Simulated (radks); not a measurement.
# Bi⁶⁴⁺ in [Ne] 3s2 3p5 3d2: an all-electron calculation

The task here is to estimate one member of a computed series from the others.

Method: scalar-relativistic Kohn-Sham, SOGGA, spin-polarised, spherical densities, finite nucleus; open shells are filled with parallel spins first. Code: radks (a radial shooting solver on a logarithmic mesh, Libxc functionals) version 1.

## What is computed

- element: bismuth (Z = 83)
- charge: +64
- electrons: 19
- configuration: [Ne] 3s2 3p5 3d2
- nuclear rms radius: 5.5211 fm

Outer shells as boxes (Hund's rule):

Bi⁶⁴⁺
```
[Ne] core
3s [↑↓]
3p [↑↓][↑↓][↑ ]
3d [↑ ][↑ ][  ][  ][  ]
```

Set-up of the first run:

Input:

```text
Z 83
configuration [Ne] 3s2 3p5 3d2
relativity scalar-relativistic
functional sogga,pbe
spin polarised
nucleus finite rms 5.5211 fm
c 137.035999084
```

The run is started by

```
$ python run_ks.py task.json out
```

The same process makes all the runs of this session.

One table of the session follows, with a row left open; its other results are not shown here.

It belongs to the step «Radial structure». From the orbitals of this run (lengths in bohr):

```
  level      <r>  outermost maximum (interpolated)  90 % within  nodes
  1s up  0.01580                           0.00966       0.0290      0
1s down  0.01580                           0.00966       0.0290      0
  2s up  0.06603                            0.0560        0.103      1
2s down  0.06600                            0.0560        0.103      1
  2p up  0.06000                            0.0467       0.0977      0
2p down  0.05996                            0.0467       0.0977      0
  3s up   0.1620                             0.153        0.236      2
3s down   0.1622                             0.153        0.236      2
  3p up        ?                                 ?            ?      ?
3p down   0.1617                             0.152        0.240      1
  3d up   0.1436                             0.121        0.219      0
3d down   0.1437                             0.121        0.219      0
```

Q: Estimate the row for 3p up from the others.

The run gave: <r>: 0.1614; outermost maximum (interpolated): 0.152; 90 % within: 0.240; nodes: 1. In the column «<r>» it lies between 3d down (0.1437) and 3p down (0.1617).
